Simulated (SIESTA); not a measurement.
Here is a SIESTA 5.4.2 calculation.

The input run.py:

```python
from ase import Atoms
from ase.calculators.siesta import Siesta
from ase.units import Ry, GPa

atoms = Atoms(
    ['Ru', 'Ru', 'Ru', 'Ru', 'Ru'],
    cell=[
        [2.7057993342, -0.0, 0.0],
        [-1.3528996671, 2.343290961, 0.0],
        [0.0, 0.0, 23.5638],
    ],
    scaled_positions=[
        [0.3333333333, 0.6666666666, 0.3182848267],
        [0.6666666667, 0.3333333334, 0.4091424134],
        [0.3333333333, 0.6666666666, 0.5],
        [0.6666666667, 0.3333333334, 0.5908575866],
        [0.3333333333, 0.6666666666, 0.6817151733],
    ],
    pbc=True,
)

fdf = {
    'SCFMustConverge': False,
    'OccupationFunction': 'FD',
    'ElectronicTemperature': '0.05 eV',
    'Slab.DipoleCorrection': 'vacuum',
    'MaxSCFIterations': '120',
    'SCF.Mixer.Method': 'Pulay',
    'SCF.Mixer.Weight': '0.25',
    'SCF.Mixer.History': '8',
    'SCF.DM.Tolerance': '5.0e-05',
    'SCF.H.Tolerance': '1.0e-03 eV',
    'WriteForces': 'true',
    'Charge.Mulliken': 'end',
    'BandLinesScale': 'ReciprocalLatticeVectors',
    'BandLines': ['  1    0.000000   0.000000   0.000000  \\Gamma', ' 14    0.500000   0.000000   0.000000  M', '  8    0.333333   0.333333   0.000000  K', ' 16    0.000000   0.000000   0.000000  \\Gamma', '  2    0.000000   0.000000   0.500000  A', ' 14    0.500000   0.000000   0.500000  L', '  8    0.333333   0.333333   0.500000  H', ' 16    0.000000   0.000000   0.500000  A', '  1    0.500000   0.000000   0.500000  L', '  2    0.500000   0.000000   0.000000  M', '  1    0.333333   0.333333   0.000000  K', '  2    0.333333   0.333333   0.500000  H'],
    'PAO.Basis': ['Ru.1 4', 'n=4 0 2', '  2.973 0.000', 'n=5 0 3', '  6.093 0.000 0.000', 'n=4 1 2', '  3.414 0.000', 'n=4 2 3', '  5.524 0.000 0.000'],
}
calc = Siesta(
    label="Ru",
    command="siesta < PREFIX.fdf > PREFIX.out",
    pseudo_path="pseudos",
    pseudo_qualifier="",
    xc=('LDA', 'PW92'),
    basis_set="TZ",
    mesh_cutoff=800 * Ry,
    energy_shift=0.003 * Ry,
    kpts=[11, 11, 1],
    spin="non-polarized",
    fdf_arguments=fdf,
)
atoms.calc = calc

print(f"energy = {atoms.get_potential_energy():.6f} eV")
free = atoms.get_potential_energy(force_consistent=True)
print(f"free energy = {free:.6f} eV")
print("forces (eV/A):")
print(atoms.get_forces(apply_constraint=False).round(6))
print("stress (GPa, Voigt order, tension positive):", (atoms.get_stress() / GPa).round(4))
```

Potentials or basis: SG15 1.2 (PBE files) or PseudoDojo by element, TZ (energy shift 0.003 Ry; two zetas on semicore shells).

The run is started by

```sh
$ python run.py
```

(1) Estimate the largest force.

(2) Predict the band gap on the k mesh.

Results:

(1) 1.105 eV/Å.

(2) none (metal or under the smearing width).

Caveat: the basis has no polarisation orbitals; the potentials were made for another functional, which shifts forces and pressure; the basis of atomic orbitals isn't converged, which shifts pressures, moduli and gaps.
